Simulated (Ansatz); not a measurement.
**LaRuPO (P4/nmm): other levels of theory at one geometry**

How much do the gap and the pressure of LaRuPO (P4/nmm) depend on spin–orbit coupling?

Method: DFT at several levels, plane waves, PAW, in Ansatz 0.2.0.

### 1 Starting point

Symmetry: P4/nmm, No. 129, tetragonal system. The conventional cell has a = 4.064 Å, b = 4.064 Å, c = 8.510 Å, α = 90.00°, β = 90.00°, γ = 90.00°. La (site symmetry 4mm) has 4 O at 2.38 Å as nearest neighbours. Around P (site symmetry 4mm) lie 4 Ru at 2.34 Å. Ru (site symmetry -4m2) has 4 P at 2.34 Å as nearest neighbours. Around O (site symmetry -4m2) lie 4 La at 2.38 Å.

Coordinates:

```
CELL_PARAMETERS angstrom
4.06403 0.00000 0.00000
0.00000 4.06403 0.00000
0.00000 0.00000 8.51028
ATOMIC_POSITIONS crystal
La 0.00000 0.50000 0.85538
La 0.50000 0.00000 0.14462
P 0.50000 0.00000 0.63580
P 0.00000 0.50000 0.36420
Ru 0.00000 0.00000 0.50000
Ru 0.50000 0.50000 0.50000
O 0.50000 0.50000 0.00000
O 0.00000 0.00000 0.00000
```

This cell comes from an earlier session at PBE: 17.570 Å³/atom at 0.00 GPa, on a 8×8×4 mesh, no gap.

Levels to run: PBE+SOC. Hardware: 2 threads of Intel Xeon 6975P-C (Granite Rapids), shared host.

### 2 PBE+SOC

File input.yaml:

```yaml
crystal:
  lattice:
    - [4.0640333942, 0.0, 0.0]
    - [0.0, 4.0640333942, 0.0]
    - [0.0, 0.0, 8.5102821858]
  atoms:
    - { symbol: La, position: [0.0, 0.5, 0.8553813798] }
    - { symbol: La, position: [0.5, 0.0, 0.1446186202] }
    - { symbol: P, position: [0.5, 0.0, 0.6357980833] }
    - { symbol: P, position: [0.0, 0.5, 0.3642019167] }
    - { symbol: Ru, position: [0.0, 0.0, 0.5] }
    - { symbol: Ru, position: [0.5, 0.5, 0.5] }
    - { symbol: O, position: [0.5, 0.5, 0.0] }
    - { symbol: O, position: [0.0, 0.0, 0.0] }
basis:
  ecutwfc: 420
  ecutrho_ratio: 4
kpoints:
  mp_grid: { grid: [8, 8, 4] }
hamiltonian:
  xc: pbe
scf:
  occupations: { method: gaussian, width: 0.05 }
output:
  forces: true
  stress: true
  eigenvalues: true
  populations: true
  hubbard: { sites: [{ species: La, l: f }] }
  dos: { projected: true, de: 0.02 }
magnetization:
  noncollinear: true
  spin_orbit: true
```

Launch:

```console
ansatz run input.yaml --threads 2 --pin off --max-ram 5120MiB --backend cpu --events-out ev --progress --plain --runs-dir out
```

Q: Predict the outcome of this session. Wanted: for each run, pressure.

**Answer**, as computed:

| level | mesh | gap on the mesh (eV) | pressure (GPa) | time |
| --- | --- | --- | --- | --- |
| PBE | 8×8×4 | metal | 0.0 | 49 s* |
| PBE+SOC | 8×8×4 | metal | 0.0 | 56 s* |

Times are on 2 threads of Intel Xeon 6975P-C (Granite Rapids), shared host. * Includes bands or densities of states.

Every level gives a metal. Total energies of different levels have different zeros and can't be compared.
